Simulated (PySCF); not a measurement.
# germanium tetrachloride (GeCl4): NMR shifts at several levels of theory

Aim: compute the NMR shifts of germanium tetrachloride (GeCl4) (`[Cl][Ge]([Cl])([Cl])[Cl]`) at several levels, and see how far they spread and what each costs.

Programs: PySCF 2.14.0, with density-fitted response routines of our own. Each step states its level of theory. These are calculated values for one molecule in the gas phase, unless marked as measured. Atoms count from 0, in the outputs and in this text.

## Step 1: The molecule as given

5 atoms, charge 0, multiplicity 1; geometry from: GFN2-xTB.

Bonds of the start (Å): Cl0–Ge1 2.13, Ge1–Cl2 2.13, Ge1–Cl3 2.13, Ge1–Cl4 2.13.

## Step 2: Geometry optimisation at PBE0-D3(BJ)/def2-SVP

The job: settings as JSON, then the geometry in Å.

```
{"job": {"xc": "PBE0", "basis": "def2-SVP", "d3": "d3bj", "grid": 1, "kind": "geom"}, "charge": 0, "multiplicity": 1}
Cl    -0.943580    -1.521010    -1.151700
Ge     0.003220     0.001550    -0.007100
Cl     2.081910    -0.422300     0.144910
Cl    -0.271560     1.883690    -0.959170
Cl    -0.852750     0.063780     1.938700
```

Output:

```text
step   0  E = -3916.28260636  max force = 0.001020
step   1  E = -3916.28261451  max force = 0.000472
step   2  E = -3916.28251342  max force = 0.001886
step   3  E = -3916.28251729  max force = 0.001432
step   4  E = -3916.28252867  max force = 0.001253
step   5  E = -3916.28254323  max force = 0.001018
step   6  E = -3916.28255964  max force = 0.000779
step   7  E = -3916.28257856  max force = 0.000545
step   8  E = -3916.28259771  max force = 0.000267
step   9  E = -3916.28260650  max force = 0.000169
step  10  E = -3916.28260681  max force = 0.000156
optimisation converged
```

It took 55 s on 1 thread, shared host.

Step by step: (the energy doesn't fall at every step)

```
step  energy from step 0 (eV)  largest force component (eV/Å)
   0                   0.0000                          0.0525
   1                  -0.0002                          0.0243
   2                   0.0025                          0.0970
   3                   0.0024                          0.0736
   4                   0.0021                          0.0644
   5                   0.0017                          0.0523
   6                   0.0013                          0.0401
   7                   0.0008                          0.0280
   8                   0.0002                          0.0137
   9                   0.0000                          0.0087
  10                   0.0000                          0.0080
```

Close pairs (by a distance rule), those that changed most:

```
   bond  before (Å)  after (Å)  change (Å)
Cl0–Ge1       2.127      2.123      -0.004
Ge1–Cl3       2.127      2.123      -0.004
Ge1–Cl4       2.127      2.124      -0.002
Ge1–Cl2       2.127      2.125      -0.002
```

The end geometry stands in the next job.

```
                         at the end point                value
  point group (found at 0.08 Å tolerance)                   Td
rotational constants (GHz, main isotopes)  1.207, 1.203, 1.195
                        dipole moment (D)                 0.01
```

## Step 3: Shielding tensors: PBE0/cc-pVTZ

The job: settings as JSON, then the geometry in Å.

```
{"job": {"kind": "nmr", "xc": "PBE0", "basis": "cc-pVTZ", "pop": true}, "charge": 0, "multiplicity": 1}
Cl    -0.938388    -1.600596    -1.031088
Ge     0.004037     0.002765    -0.006749
Cl     2.095995    -0.348593     0.111281
Cl    -0.343647     1.812040    -1.062057
Cl    -0.800758     0.140095     1.954253
```

With the program's defaults for keys left out, this is: GIAO PBE0/cc-pVTZ NMR shielding, non-relativistic, gas phase.

Output:

```text
coarse grid: 32680 points
cycle   1  E = -3917.1399791619  dE =  1.036e-02  |g| = 7.186e-01  |ddm| = 3.617e+00
cycle   2  E = -3917.0064139639  dE =  1.336e-01  |g| = 1.074e+00  |ddm| = 1.932e+00
cycle   3  E = -3917.2387279817  dE = -2.323e-01  |g| = 8.622e-02  |ddm| = 1.156e+00
cycle   4  E = -3917.2403566672  dE = -1.629e-03  |g| = 2.488e-02  |ddm| = 1.439e-01
cycle   5  E = -3917.2405353429  dE = -1.787e-04  |g| = 1.135e-03  |ddm| = 3.258e-02
cycle   6  E = -3917.2405357415  dE = -3.986e-07  |g| = 2.344e-04  |ddm| = 3.038e-03
final grid: 60024 points
cycle   7  E = -3917.2404326853  dE = -3.177e-08  |g| = 1.764e-04  |ddm| = 1.068e-03
cycle   8  E = -3917.2404326880  dE = -2.724e-09  |g| = 1.310e-04  |ddm| = 4.121e-04
cycle   9  E = -3917.2404326915  dE = -3.532e-09  |g| = 1.395e-05  |ddm| = 1.785e-04
cycle  10  E = -3917.2404326916  dE = -4.366e-11  |g| = 4.443e-06  |ddm| = 2.541e-05
converged SCF energy = -3917.2404326916

GIAO shielding tensors (ppm)
atom      isotropic    diamagn.    paramagn.     s11        s22        s33       span
  0 Cl     734.458    1146.247    -411.789    604.198    607.580    991.596    387.398
  1 Ge    1296.509    2755.008   -1458.499   1295.459   1296.391   1297.678      2.219
  2 Cl     734.321    1146.233    -411.912    603.624    607.025    992.314    388.690
  3 Cl     735.010    1146.232    -411.222    604.807    608.219    992.002    387.195
  4 Cl     734.386    1146.247    -411.861    603.763    607.267    992.128    388.365
```

Run time: 21 s. Hardware: 1 thread, shared host.

The references, computed at this level on geometries of the same kind, shield at (ppm): ⁷³Ge GeMe4 1415, ³⁵Cl HCl 952. Their shielding less the atom's gives the shift. The references are single molecules in the gas phase. Atoms listed in one row are averaged.

```
             atoms               environment  σ (ppm)  δ (ppm)
Cl0, Cl2, Cl3, Cl4     chlorine bonded to Ge      735      218
               Ge1  germanium bonded to 4 Cl     1297      119
```

The run also stored atomic charges by several schemes (e):

```
             atoms  Mulliken    IAO  Hirshfeld  ESP fit
Cl0, Cl2, Cl3, Cl4     -0.17  -0.25      -0.10     0.01
               Ge1      0.67   1.01       0.40    -0.05
```

Mayer bond orders: Cl0–Ge1 1.13, Ge1–Cl2 1.13, Ge1–Cl3 1.13, Ge1–Cl4 1.13.

## Step 4: Shielding tensors: PBE0/aug-cc-pVDZ

The job: settings as JSON, then the geometry in Å.

```
{"job": {"kind": "nmr", "xc": "PBE0", "basis": "aug-cc-pVDZ", "pop": true}, "charge": 0, "multiplicity": 1}
Cl    -0.938388    -1.600596    -1.031088
Ge     0.004037     0.002765    -0.006749
Cl     2.095995    -0.348593     0.111281
Cl    -0.343647     1.812040    -1.062057
Cl    -0.800758     0.140095     1.954253
```

With the program's defaults for keys left out, this is: GIAO PBE0/aug-cc-pVDZ NMR shielding, non-relativistic, gas phase.

Output:

```text
coarse grid: 32680 points
cycle   1  E = -3917.0277961225  dE =  2.905e-02  |g| = 5.398e-01  |ddm| = 3.790e+00
cycle   2  E = -3916.9353439762  dE =  9.245e-02  |g| = 7.969e-01  |ddm| = 3.506e+00
cycle   3  E = -3917.1096959284  dE = -1.744e-01  |g| = 5.182e-02  |ddm| = 1.988e+00
cycle   4  E = -3917.1103932591  dE = -6.973e-04  |g| = 1.028e-02  |ddm| = 7.949e-02
cycle   5  E = -3917.1104257105  dE = -3.245e-05  |g| = 1.486e-03  |ddm| = 2.465e-02
cycle   6  E = -3917.1104262190  dE = -5.085e-07  |g| = 2.277e-04  |ddm| = 4.319e-03
final grid: 60024 points
cycle   7  E = -3917.1103387598  dE = -3.896e-09  |g| = 2.712e-04  |ddm| = 1.722e-03
cycle   8  E = -3917.1103387340  dE =  2.576e-08  |g| = 4.060e-04  |ddm| = 1.438e-03
cycle   9  E = -3917.1103387816  dE = -4.754e-08  |g| = 8.996e-06  |ddm| = 8.656e-04
cycle  10  E = -3917.1103387816  dE = -3.547e-11  |g| = 1.985e-06  |ddm| = 2.344e-05
converged SCF energy = -3917.1103387816

GIAO shielding tensors (ppm)
atom      isotropic    diamagn.    paramagn.     s11        s22        s33       span
  0 Cl     737.455    1144.855    -407.399    608.280    611.932    992.153    383.873
  1 Ge    1458.286    2746.880   -1288.594   1457.612   1458.243   1459.002      1.390
  2 Cl     737.336    1144.849    -407.514    607.712    611.397    992.897    385.185
  3 Cl     738.072    1144.845    -406.773    608.984    612.667    992.566    383.581
  4 Cl     737.398    1144.863    -407.466    607.858    611.634    992.701    384.843
```

It took 15 s on 1 thread, shared host.

This run: δ Cl0 230, Ge1 56 ppm (means over like atoms).

## Step 5: Shielding tensors: PBE0/pcSseg-0

The job: settings as JSON, then the geometry in Å.

```
{"job": {"kind": "nmr", "xc": "PBE0", "basis": "pcSseg-0", "pop": true}, "charge": 0, "multiplicity": 1}
Cl    -0.938388    -1.600596    -1.031088
Ge     0.004037     0.002765    -0.006749
Cl     2.095995    -0.348593     0.111281
Cl    -0.343647     1.812040    -1.062057
Cl    -0.800758     0.140095     1.954253
```

Method: GIAO PBE0/pcSseg-0 NMR shielding, non-relativistic, gas phase.

Output:

```text
coarse grid: 32680 points
cycle   1  E = -3912.4769482548  dE = -6.001e-01  |g| = 5.690e-01  |ddm| = 2.782e+00
cycle   2  E = -3912.4436542342  dE =  3.329e-02  |g| = 7.125e-01  |ddm| = 2.478e+00
cycle   3  E = -3912.5999071184  dE = -1.563e-01  |g| = 1.820e-02  |ddm| = 1.273e+00
cycle   4  E = -3912.6000129315  dE = -1.058e-04  |g| = 3.868e-03  |ddm| = 4.121e-02
cycle   5  E = -3912.6000156986  dE = -2.767e-06  |g| = 2.299e-04  |ddm| = 5.514e-03
final grid: 60024 points
cycle   6  E = -3912.5999058084  dE = -7.549e-09  |g| = 2.047e-04  |ddm| = 7.149e-04
cycle   7  E = -3912.5999058050  dE =  3.428e-09  |g| = 2.304e-04  |ddm| = 7.433e-04
cycle   8  E = -3912.5999058207  dE = -1.573e-08  |g| = 8.226e-06  |ddm| = 3.962e-04
cycle   9  E = -3912.5999058208  dE = -1.910e-11  |g| = 3.042e-06  |ddm| = 1.536e-05
converged SCF energy = -3912.5999058208

GIAO shielding tensors (ppm)
atom      isotropic    diamagn.    paramagn.     s11        s22        s33       span
  0 Cl     705.782    1145.387    -439.606    582.882    587.114    947.348    364.466
  1 Ge    1314.436    2746.516   -1432.080   1313.195   1314.253   1315.860      2.665
  2 Cl     705.376    1145.373    -439.997    581.836    586.070    948.221    366.385
  3 Cl     706.086    1145.380    -439.294    583.125    587.336    947.796    364.671
  4 Cl     705.488    1145.382    -439.894    582.095    586.376    947.994    365.899
```

Wall time 5.2 s (1 thread, shared host).

Key values: δ Cl0 247, Ge1 234 ppm (means over like atoms).

## Step 6: Run by run: NMR shifts

Shifts (ppm), means over like atoms, with basis size and wall time:

```
             run  Cl0  Ge1  functions   time
    PBE0/cc-pVTZ  218  119        179   21 s
PBE0/aug-cc-pVDZ  230   56        144   15 s
   PBE0/pcSseg-0  247  234         77  5.2 s
```

## Step 7: Results

| quantity | value |
| --- | --- |
| rotational constants (main isotopes) | 1.21, 1.20, 1.20 GHz |
| ³⁵Cl shifts against HCl (PBE0/cc-pVTZ, means over atoms taken as alike) | 218 ppm |
| ⁷³Ge shifts against GeMe4 (PBE0/cc-pVTZ) | 119 ppm |
| range of the shift of Ge1 | 56 to 234 ppm |

**Reading.** Single values in the summary come from the first run of each kind that ended normally (PBE0/cc-pVTZ), which need not be the best level. With PBE0/def2-SVP, its start was all but relaxed already: 10 steps gained 0.0 meV. At PBE0/cc-pVTZ: The widest tensor belongs to Cl0, Cl2, Cl3, Cl4: span 388 ppm, with a paramagnetic part of -412 ppm. Across the 3 runs the shift of Ge1 moves most, between 56 (PBE0/aug-cc-pVDZ) and 234 ppm (PBE0/pcSseg-0). Spin-orbit coupling is left out, which matters for shieldings and couplings at and beside the heavy atoms.
